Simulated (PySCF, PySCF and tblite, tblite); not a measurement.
# C9H12O3S: conformers and averaged spectra

Which conformers does C9H12O3S (`CCOS(=O)(=O)c1ccc(C)cc1`) populate, and what do their averaged NMR parameters look like?

Computed with tblite 0.8.0 (tight binding) and PySCF 2.14.0 (DFT, with response routines of our own); each step states its level. Atoms count from 0 throughout.

## Step 1: The starting structure

25 atoms, charge 0, multiplicity 1; geometry from: MMFF94s geometry.

Bonds of the start (Å): C0–C1 1.53, C0–H13 1.09, C0–H14 1.09, C0–H15 1.08, C10–H20 1.10, C10–H21 1.10, C10–H22 1.08, C11–C12 1.39, C11–H23 1.09, C12–H24 1.09, C1–H16 1.09, C1–H17 1.09, C1–O2 1.41, C6–C12 1.41, C6–C7 1.39, C7–C8 1.40, C7–H18 1.09, C8–C9 1.40, C8–H19 1.09, C9–C10 1.50, C9–C11 1.40, O2–S3 1.65, S3–C6 1.78, S3–O4 1.44 and more.

## Step 2: GFN2-xTB relaxation, conformer 1

Job settings and geometry (Å):

```
{"job": {"xc": "GFN2-xTB", "basis": "xTB", "kind": "relax"}, "charge": 0, "multiplicity": 1}
C      3.901700     0.313900     0.741100
C      2.892000     0.890800    -0.257700
O      2.347500    -0.189200    -0.986500
S      1.094000     0.138700    -2.005800
O      1.046000    -0.917400    -2.989800
O      1.151800     1.529100    -2.380500
C     -0.337900    -0.081500    -0.971800
C     -1.313800     0.911400    -0.910700
C     -2.421700     0.725900    -0.081900
C     -2.553100    -0.427500     0.706400
C     -3.762200    -0.630600     1.564900
C     -1.564500    -1.421200     0.627800
C     -0.456200    -1.246700    -0.192500
H      4.356100     1.111500     1.332900
H      3.398900    -0.382200     1.420400
H      4.679300    -0.234600     0.233200
H      3.405100     1.581100    -0.925500
H      2.106500     1.417800     0.289200
H     -1.237400     1.813300    -1.509100
H     -3.191400     1.499500    -0.044500
H     -3.517600    -1.227900     2.449900
H     -4.145000     0.332500     1.931600
H     -4.539500    -1.125300     1.009400
H     -1.660200    -2.337800     1.211000
H      0.310700    -2.019400    -0.252400
```

Run with:

```
$ OMP_NUM_THREADS=1 python ens_run.py task.json out
```

One launch serves the whole session.

The log of the run:

```text
step      E/eV     max force
  0   -1111.07293    1.149
  1   -1111.14155    0.785
  2   -1111.17245    0.432
  3   -1111.18670    0.450
  4   -1111.19208    0.181
  5   -1111.19577    0.160
  6   -1111.19921    0.130
  7   -1111.20119    0.098
  8   -1111.20241    0.082
  9   -1111.20334    0.081
 10   -1111.20445    0.083
 11   -1111.20548    0.070
 12   -1111.20630    0.065
 13   -1111.20697    0.066
 14   -1111.20771    0.066
 15   -1111.20859    0.070
 16   -1111.20944    0.068
 17   -1111.21004    0.053
 18   -1111.21042    0.046
 19   -1111.21074    0.037
 20   -1111.21074    0.037
 21   -1111.21092    0.035
 22   -1111.21126    0.033
 23   -1111.21141    0.031
 24   -1111.21181    0.037
 25   -1111.21212    0.047
 26   -1111.21249    0.047
 27   -1111.21288    0.067
 28   -1111.21338    0.051
 29   -1111.21396    0.042
 30   -1111.21445    0.044
 31   -1111.21483    0.038
 32   -1111.21518    0.042
 33   -1111.21557    0.048
 34   -1111.21598    0.043
 35   -1111.21642    0.055
 36   -1111.21692    0.054
 37   -1111.21753    0.058
 38   -1111.21831    0.080
 39   -1111.21924    0.084
 40   -1111.22018    0.065
 41   -1111.22093    0.057
 42   -1111.22142    0.042
 43   -1111.22176    0.038
 44   -1111.22210    0.049
 45   -1111.22248    0.050
 46   -1111.22285    0.039
 47   -1111.22310    0.030
 48   -1111.22326    0.022
 49   -1111.22340    0.027
 50   -1111.22356    0.032
 51   -1111.22374    0.034
 52   -1111.22393    0.036
 53   -1111.22413    0.037
 54   -1111.22440    0.049
 55   -1111.22480    0.053
 56   -1111.22533    0.050
 57   -1111.22595    0.052
 58   -1111.22666    0.062
 59   -1111.22748    0.063
 60   -1111.22834    0.064
 61   -1111.22910    0.067
 62   -1111.22967    0.057
 63   -1111.23032    0.063
 64   -1111.23119    0.068
 65   -1111.23219    0.075
 66   -1111.23315    0.075
 67   -1111.23402    0.079
 68   -1111.23463    0.054
 69   -1111.23507    0.050
 70   -1111.23515    0.071
 71   -1111.23570    0.049
 72   -1111.23603    0.048
 73   -1111.23668    0.053
 74   -1111.23709    0.052
 75   -1111.23765    0.068
 76   -1111.23811    0.048
 77   -1111.23868    0.049
 78   -1111.23908    0.059
 79   -1111.23964    0.071
 80   -1111.24012    0.046
 81   -1111.24056    0.044
 82   -1111.24096    0.049
 83   -1111.24144    0.077
 84   -1111.24199    0.073
 85   -1111.24243    0.067
 86   -1111.24277    0.040
 87   -1111.24299    0.036
 88   -1111.24321    0.042
 89   -1111.24340    0.026
 90   -1111.24353    0.022
 91   -1111.24361    0.021
 92   -1111.24370    0.026
 93   -1111.24380    0.025
 94   -1111.24394    0.025
 95   -1111.24408    0.026
 96   -1111.24422    0.031
 97   -1111.24437    0.031
 98   -1111.24453    0.029
 99   -1111.24468    0.028
100   -1111.24482    0.023
101   -1111.24498    0.023
102   -1111.24512    0.024
103   -1111.24530    0.021
104   -1111.24546    0.024
105   -1111.24562    0.030
106   -1111.24580    0.032
107   -1111.24600    0.039
108   -1111.24623    0.045
109   -1111.24646    0.032
110   -1111.24670    0.043
111   -1111.24693    0.038
112   -1111.24720    0.027
113   -1111.24743    0.030
114   -1111.24767    0.037
115   -1111.24789    0.028
116   -1111.24810    0.027
117   -1111.24828    0.027
118   -1111.24842    0.026
119   -1111.24853    0.022
120   -1111.24861    0.017
121   -1111.24869    0.019
122   -1111.24876    0.026
123   -1111.24885    0.022
124   -1111.24893    0.023
125   -1111.24900    0.020
126   -1111.24908    0.018
127   -1111.24917    0.022
128   -1111.24926    0.020
129   -1111.24935    0.025
130   -1111.24944    0.025
131   -1111.24955    0.031
132   -1111.24972    0.033
133   -1111.24993    0.029
134   -1111.25013    0.033
135   -1111.25033    0.031
136   -1111.25054    0.031
137   -1111.25077    0.036
138   -1111.25098    0.029
139   -1111.25115    0.035
140   -1111.25131    0.032
141   -1111.25147    0.024
142   -1111.25160    0.024
143   -1111.25175    0.027
144   -1111.25192    0.038
145   -1111.25217    0.045
146   -1111.25248    0.040
147   -1111.25285    0.042
148   -1111.25315    0.041
149   -1111.25353    0.050
150   -1111.25399    0.043
151   -1111.25476    0.042
152   -1111.25513    0.034
153   -1111.25554    0.034
154   -1111.25583    0.041
155   -1111.25614    0.038
156   -1111.25637    0.040
157   -1111.25659    0.037
158   -1111.25679    0.032
159   -1111.25701    0.024
160   -1111.25715    0.022
161   -1111.25734    0.035
162   -1111.25753    0.045
163   -1111.25773    0.032
164   -1111.25794    0.030
165   -1111.25814    0.036
166   -1111.25834    0.043
167   -1111.25854    0.038
168   -1111.25873    0.030
169   -1111.25889    0.027
170   -1111.25902    0.027
171   -1111.25913    0.021
172   -1111.25923    0.020
173   -1111.25931    0.025
174   -1111.25936    0.017
175   -1111.25940    0.013
176   -1111.25943    0.010
177   -1111.25945    0.013
178   -1111.25948    0.010
179   -1111.25950    0.008
180   -1111.25951    0.008
181   -1111.25952    0.007
182   -1111.25953    0.006
183   -1111.25954    0.006
184   -1111.25955    0.005
185   -1111.25956    0.005
186   -1111.25956    0.004
```

Run time: 3 s. Hardware: 1 thread of Intel Xeon Platinum 8375C at 2.90GHz, shared host.

Gain 0.187 eV; displacement 0.59 Å root mean square.

## Step 3: GFN2-xTB relaxation, conformer 2

Job settings and geometry (Å):

```
{"job": {"xc": "GFN2-xTB", "basis": "xTB", "kind": "relax"}, "charge": 0, "multiplicity": 1}
C      4.281200    -0.430700     0.956200
C      3.601200     0.247700    -0.236600
O      2.211200     0.089100    -0.095000
S      1.274100     0.749600    -1.277600
O      1.531000     0.018900    -2.492900
O      1.413200     2.183200    -1.212900
C     -0.374500     0.345400    -0.747800
C     -0.964000    -0.839500    -1.175400
C     -2.267800    -1.149700    -0.778000
C     -2.985100    -0.272600     0.060900
C     -4.396800    -0.585100     0.453800
C     -2.382600     0.923500     0.467000
C     -1.081700     1.237300     0.079100
H      5.364700    -0.335600     0.894400
H      3.927500     0.028000     1.898500
H      4.007500    -1.489100     1.008400
H      3.946600    -0.219500    -1.154700
H      3.863800     1.301500    -0.245500
H     -0.434200    -1.529100    -1.823400
H     -2.730200    -2.067200    -1.119100
H     -4.552200    -1.658300     0.534000
H     -4.627400    -0.151600     1.437200
H     -5.083700    -0.167700    -0.271200
H     -2.930900     1.620900     1.093100
H     -0.621700     2.174600     0.396300
```

The log of the run:

```text
step      E/eV     max force
  0   -1111.06340    1.014
  1   -1111.13069    0.472
  2   -1111.15972    0.297
  3   -1111.17377    0.289
  4   -1111.18193    0.189
  5   -1111.18731    0.211
  6   -1111.19175    0.152
  7   -1111.19592    0.175
  8   -1111.19959    0.172
  9   -1111.20311    0.190
 10   -1111.20705    0.157
 11   -1111.21091    0.165
 12   -1111.21382    0.146
 13   -1111.21609    0.129
 14   -1111.21818    0.094
 15   -1111.22019    0.107
 16   -1111.22180    0.080
 17   -1111.22280    0.075
 18   -1111.22336    0.045
 19   -1111.22372    0.030
 20   -1111.22372    0.030
 21   -1111.22386    0.028
 22   -1111.22408    0.028
 23   -1111.22417    0.027
 24   -1111.22438    0.035
 25   -1111.22454    0.035
 26   -1111.22467    0.030
 27   -1111.22479    0.026
 28   -1111.22491    0.027
 29   -1111.22500    0.021
 30   -1111.22508    0.020
 31   -1111.22513    0.017
 32   -1111.22519    0.018
 33   -1111.22524    0.018
 34   -1111.22530    0.018
 35   -1111.22536    0.019
 36   -1111.22541    0.015
 37   -1111.22546    0.013
 38   -1111.22550    0.014
 39   -1111.22555    0.017
 40   -1111.22560    0.018
 41   -1111.22566    0.015
 42   -1111.22572    0.016
 43   -1111.22580    0.020
 44   -1111.22591    0.024
 45   -1111.22604    0.023
 46   -1111.22616    0.021
 47   -1111.22626    0.022
 48   -1111.22635    0.022
 49   -1111.22648    0.027
 50   -1111.22665    0.034
 51   -1111.22683    0.033
 52   -1111.22699    0.025
 53   -1111.22711    0.028
 54   -1111.22722    0.027
 55   -1111.22733    0.020
 56   -1111.22745    0.022
 57   -1111.22760    0.026
 58   -1111.22780    0.039
 59   -1111.22802    0.039
 60   -1111.22819    0.023
 61   -1111.22830    0.017
 62   -1111.22837    0.018
 63   -1111.22844    0.021
 64   -1111.22852    0.016
 65   -1111.22858    0.017
 66   -1111.22863    0.018
 67   -1111.22867    0.018
 68   -1111.22872    0.013
 69   -1111.22875    0.010
 70   -1111.22877    0.011
 71   -1111.22879    0.017
 72   -1111.22882    0.019
 73   -1111.22883    0.012
 74   -1111.22885    0.007
 75   -1111.22886    0.007
 76   -1111.22887    0.010
 77   -1111.22889    0.012
 78   -1111.22891    0.009
 79   -1111.22893    0.009
 80   -1111.22894    0.011
 81   -1111.22897    0.015
 82   -1111.22899    0.015
 83   -1111.22901    0.010
 84   -1111.22902    0.009
 85   -1111.22904    0.007
 86   -1111.22905    0.009
 87   -1111.22906    0.006
 88   -1111.22907    0.005
 89   -1111.22907    0.002
```

Run time: 1.4 s. Hardware: 1 thread of Intel Xeon Platinum 8375C at 2.90GHz, shared host.

Relaxing gained 0.166 eV and moved the atoms by 0.13 Å on average (rms).

## Step 4: Shieldings, conformer 1: PBE0/6-31G*

Job settings and geometry (Å):

```
{"job": {"xc": "PBE0", "basis": "6-31G*", "kind": "nmr", "pop": true}, "charge": 0, "multiplicity": 1}
C      4.003460     0.761671     0.568221
C      2.608529     0.864864    -0.027847
O      2.309703    -0.325310    -0.736429
S      1.197241    -0.221894    -1.898665
O      1.332150    -1.404536    -2.681578
O      1.306847     1.059257    -2.531175
C     -0.299472    -0.291951    -0.938949
C     -0.930711     0.877185    -0.571410
C     -2.061008     0.811220     0.227381
C     -2.554481    -0.416209     0.655263
C     -3.779284    -0.499106     1.512363
C     -1.897695    -1.582403     0.266331
C     -0.767586    -1.523753    -0.528101
H      4.236239     1.673624     1.111067
H      4.055987    -0.084708     1.247460
H      4.734065     0.617961    -0.222361
H      2.541212     1.704183    -0.728615
H      1.858438     1.001442     0.763476
H     -0.538125     1.817176    -0.925605
H     -2.564131     1.721231     0.519515
H     -3.579429    -1.087413     2.406095
H     -4.116933     0.489468     1.810929
H     -4.584392    -0.989801     0.966983
H     -2.279286    -2.538798     0.591900
H     -0.242275    -2.409254    -0.847115
```

The log of the run:

```text
coarse grid: 22096 points
cycle   1  E = -973.0193677389  dE =  2.975e+00  |g| = 1.188e+00  |ddm| = 5.184e+00
cycle   2  E = -972.5025302584  dE =  5.168e-01  |g| = 2.049e+00  |ddm| = 2.921e+00
cycle   3  E = -973.2804251470  dE = -7.779e-01  |g| = 2.605e-01  |ddm| = 2.098e+00
cycle   4  E = -973.2948536517  dE = -1.443e-02  |g| = 9.602e-02  |ddm| = 3.590e-01
cycle   5  E = -973.2967200554  dE = -1.866e-03  |g| = 3.072e-02  |ddm| = 1.054e-01
cycle   6  E = -973.2969556875  dE = -2.356e-04  |g| = 5.827e-03  |ddm| = 3.729e-02
cycle   7  E = -973.2969637792  dE = -8.092e-06  |g| = 1.968e-03  |ddm| = 8.266e-03
final grid: 210712 points
cycle   8  E = -973.1711026603  dE = -3.983e-05  |g| = 1.250e-02  |ddm| = 3.879e-02
cycle   9  E = -973.1710800059  dE =  2.265e-05  |g| = 1.602e-02  |ddm| = 3.046e-02
cycle  10  E = -973.1711417287  dE = -6.172e-05  |g| = 2.081e-03  |ddm| = 1.790e-02
cycle  11  E = -973.1711426405  dE = -9.119e-07  |g| = 4.144e-04  |ddm| = 2.181e-03
cycle  12  E = -973.1711426689  dE = -2.839e-08  |g| = 1.928e-04  |ddm| = 5.308e-04
cycle  13  E = -973.1711426761  dE = -7.145e-09  |g| = 4.231e-05  |ddm| = 1.995e-04
cycle  14  E = -973.1711426764  dE = -3.297e-10  |g| = 1.498e-05  |ddm| = 5.249e-05
converged SCF energy = -973.1711426764

GIAO shielding tensors (ppm)
atom      isotropic    diamagn.    paramagn.     s11        s22        s33       span
  0 C      180.773     247.922     -67.149    166.260    180.066    195.993     29.734
  1 C      136.879     248.827    -111.948    107.623    123.380    179.633     72.009
  2 O      154.299     401.230    -246.930     49.940    120.913    292.045    242.105
  3 S      262.611    1051.283    -788.672    118.402    229.221    440.209    321.807
  4 O      160.435     395.787    -235.351    133.034    162.808    185.464     52.431
  5 O      166.116     398.577    -232.461    139.259    167.247    191.841     52.582
  6 C       65.248     272.577    -207.328     -1.520     52.064    145.201    146.722
  7 C       75.133     264.129    -188.996    -13.892     52.902    186.388    200.280
  8 C       73.717     261.300    -187.583    -15.783     65.110    171.824    187.607
  9 C       58.880     252.559    -193.679    -31.769     21.889    186.519    218.288
 10 C      173.421     250.366     -76.944    154.184    169.039    197.041     42.858
 11 C       72.556     260.372    -187.816    -18.364     58.038    177.992    196.356
 12 C       74.340     262.785    -188.445    -14.889     49.991    187.917    202.806
 13 H       31.467      29.111       2.356     27.163     28.973     38.265     11.102
 14 H       31.092      30.319       0.773     26.594     29.980     36.700     10.106
 15 H       30.913      28.633       2.280     26.687     29.401     36.651      9.964
 16 H       27.947      32.588      -4.641     22.988     28.960     31.894      8.906
 17 H       29.084      35.332      -6.248     22.645     31.751     32.857     10.212
 18 H       24.784      35.105     -10.320     20.476     23.707     30.170      9.694
 19 H       25.070      31.981      -6.912     20.997     24.912     29.300      8.303
 20 H       29.820      29.391       0.429     25.079     29.112     35.269     10.190
 21 H       30.384      28.727       1.658     25.272     30.437     35.444     10.172
 22 H       29.740      27.289       2.451     25.331     28.399     35.492     10.161
 23 H       24.885      31.020      -6.135     20.705     24.600     29.349      8.644
 24 H       24.515      33.257      -8.741     19.843     23.581     30.122     10.279
```

Run time: 71 s. Hardware: 1 thread of Intel Xeon Platinum 8375C at 2.90GHz, shared host; peak memory 1.1 GiB.

This run: HOMO -7.50 eV, LUMO -0.82 eV; dipole 5.69 D.

(Part 1 of 3 ends here.)
